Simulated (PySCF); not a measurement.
**CoNH: a ladder of methods**

How much do the numbers for CoNH (quartet) hang on the method? All levels run at one geometry, the PBE0 minimum.

Program: PySCF 2.14.0. Level of theory: several methods, basis Co def2-TZVP, N def2-TZVP, H def2-TZVP, no relativity, density fitting. These are calculated values, not measurements.

### Step 1. The starting structure

3 atoms, charge 0, spin multiplicity 4.

Bond lengths: Co1–N2 1.571 Å, Co1–H3 1.499 Å. Angles: N2–Co1–H3 99.0°.

```xyz
3
charge 0 multiplicity 4
Co    0.2080    0.0000   -0.2078
N    -0.9746    0.0000    0.8269
H     1.3589    0.0000    0.7533
```

### Step 2. PBE0

The steps are one call of a driver around PySCF; scf.py gives each level's set-up. Each SCF starts from the density of the minimum. The driver also runs the species with one electron less or more at the same geometry (one less: multiplicity 3, one more: multiplicity 3); their logs are not shown.

The input, scf.py:

```python
from pyscf import gto, scf, dft
mol = gto.M(atom='''
Co     0.207973     0.000000    -0.207757
N     -0.974643     0.000000     0.826896
H      1.358853     0.000000     0.753310''',
    basis={'Co': 'def2-TZVP', 'N': 'def2-TZVP', 'H': 'def2-TZVP'},
    charge=0, spin=3)
mf = dft.UKS(mol, xc='PBE0')
mf.grids.atom_grid = (75, 302)
aux = {'Co': 'def2-universal-JKFIT', 'N': 'def2-universal-JKFIT', 'H': 'def2-universal-JKFIT'}
mf = mf.density_fit(auxbasis=aux)
mf.conv_tol = 1e-08
mf.diis_space = 10
mf.max_cycle = 60
mf.verbose = 4
mf.kernel()
```

Launch:

```sh
> OMP_NUM_THREADS=2 python axn.py task.json out
```

### Step 3. HF

Edit scf.py of step 2 so:

```diff
@@ -8,2 +8 @@
-mf = dft.UKS(mol, xc='PBE0')
-mf.grids.atom_grid = (75, 302)
+mf = scf.UHF(mol)
```

### Step 4. PBE

Edit scf.py of step 3 so:

```diff
@@ -8 +8,2 @@
-mf = scf.UHF(mol)
+mf = dft.UKS(mol, xc='PBE')
+mf.grids.atom_grid = (75, 302)
```

### Step 5. CCSD(T)

Edit scf.py of step 4 so:

```diff
@@ -8,2 +8 @@
-mf = dft.UKS(mol, xc='PBE')
-mf.grids.atom_grid = (75, 302)
+mf = scf.UHF(mol)
@@ -16,0 +16,3 @@
+from pyscf import cc
+mycc = cc.CCSD(mf, frozen=6).run()
+mycc.ccsd_t()
```

(Steps that only read results are left out.)

What does the calculation give? Wanted: atomisation energy, CCSD(T) in this basis; vertical ionisation energy, CCSD(T); vertical electron affinity, range; orbital gap, range; T1, D1; T1, D1 of the cation.

As calculated:

| quantity | value |
| --- | --- |
| atomisation energy, CCSD(T) in this basis | 437 kJ/mol |
| vertical ionisation energy, CCSD(T) | 8.90 eV |
| vertical electron affinity, range | 0.68 (HF) to 1.31 (PBE) eV |
| orbital gap, range | 0.40 (PBE) to 10.29 (HF) eV |
| T1, D1 | 0.097, 0.432 |
| T1, D1 of the cation | 0.116, 0.425 |

In words: In atomisation energy the functionals lie from +27 kJ/mol (PBE0) to +245 kJ/mol (PBE) against CCSD(T). In a basis of this size CCSD(T) binds too weakly, often by tens of kJ/mol, while functionals are nearer their limits, so this ranks no functional. HF lacks the correlation that pairing electrons in bonds brings, so it binds too weakly, by 676 kJ/mol even against this CCSD(T). For the vertical ionisation energy, PBE comes nearest to CCSD(T) (+0.33 eV) and HF is farthest (-0.78 eV). The PBE orbital energy is a poor guide to ionisation (5.2 eV, 3.7 eV too small); the difference of PBE energies gives 9.2 eV. T1 of the cation is large, so the CCSD(T) value that rests on it is in doubt and small misses rank nothing. T1 is large, so single-reference CCSD(T) is itself in doubt here. Spin contamination is strong in at least one of the open-shell species at PBE0, HF, CCSD(T). Without diffuse functions electron affinities tend to come out too low. Other spin states or occupations of the open shell can lie lower.
